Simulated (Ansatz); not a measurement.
# Al7Sn: one candidate of a structure search

The task: take a trial cell of Al7Sn to zero force and stress.

Method: DFT PBE, scalar-relativistic, plane waves, PAW, in Ansatz 0.2.0.

### 1 Starting point

Symmetry: Fm-3m, No. 225, cubic system. Conventional cell: a = 8.263 Å, b = 8.263 Å, c = 8.263 Å, α = 90.00°, β = 90.00°, γ = 90.00°. Al (site symmetry mmm) is surrounded by 10 Al at 2.92 Å and 2 Sn at 2.92 Å. Al (site symmetry m-3m) is surrounded by 12 Al at 2.92 Å. Around Sn (site symmetry m-3m) lie 12 Al at 2.92 Å.

Structure file:

```
CELL_PARAMETERS angstrom
0.00000 4.13164 4.13164
4.13164 0.00000 4.13164
4.13164 4.13164 0.00000
ATOMIC_POSITIONS crystal
Al 0.00000 0.00000 0.50000
Al 0.00000 0.50000 0.00000
Al 0.00000 0.50000 0.50000
Al 0.50000 0.00000 0.00000
Al 0.50000 0.00000 0.50000
Al 0.50000 0.50000 0.00000
Al 0.50000 0.50000 0.50000
Sn 0.00000 0.00000 0.00000
```

Recipe of the guess: ordered superstructure of fcc (Fm-3m, No. 225). The dimensions are guesses.

### 2 Probe: one point on a coarse mesh

Contents of input.yaml:

```yaml
crystal:
  lattice:
    - [0.0, 4.13164123, 4.13164123]
    - [4.13164123, 0.0, 4.13164123]
    - [4.13164123, 4.13164123, 0.0]
  atoms:
    - { symbol: Al, position: [0.0, 0.0, 0.5] }
    - { symbol: Al, position: [0.0, 0.5, 0.0] }
    - { symbol: Al, position: [0.0, 0.5, 0.5] }
    - { symbol: Al, position: [0.5, 0.0, 0.0] }
    - { symbol: Al, position: [0.5, 0.0, 0.5] }
    - { symbol: Al, position: [0.5, 0.5, 0.0] }
    - { symbol: Al, position: [0.5, 0.5, 0.5] }
    - { symbol: Sn, position: [0.0, 0.0, 0.0] }
basis:
  ecutwfc: 420
kpoints:
  mp_grid: { grid: [4, 4, 4] }
hamiltonian:
  xc: pbe
scf:
  occupations: { method: gaussian, width: 0.1 }
  lower_state_search: "off"
output:
  forces: true
  stress: true
  eigenvalues: true
```

Run with:

```sh
ansatz run input.yaml --threads 1 --pin off --max-ram 2048MiB --backend cpu --events-out ev --progress --plain --runs-dir out
```

Further runs follow: full relaxation.

What does the calculation give? Wanted: conventional cell; volume; energy over the elements, grey Sn; gap on the mesh.

**Answer**, as computed:

| quantity | value |
| --- | --- |
| symmetry at the end (tolerance 0.05 Å) | space group Fm-3m (No. 225) |
| conventional cell | a = 8.336 Å, b = 8.336 Å, c = 8.336 Å, α = 90.00°, β = 90.00°, γ = 90.00° |
| volume | 18.10 Å³/atom |
| energy over the elements, grey Sn | +0.11 eV/atom |
| gap on the mesh | none (metal) |

**Reading.** The space group Fm-3m (No. 225) is kept, and the volume per atom grows by 2.6 % from the first guess. With a positive formation energy it can't be a ground state. No finished test with a distortion of lower symmetry is shown, so the end may be a saddle point.
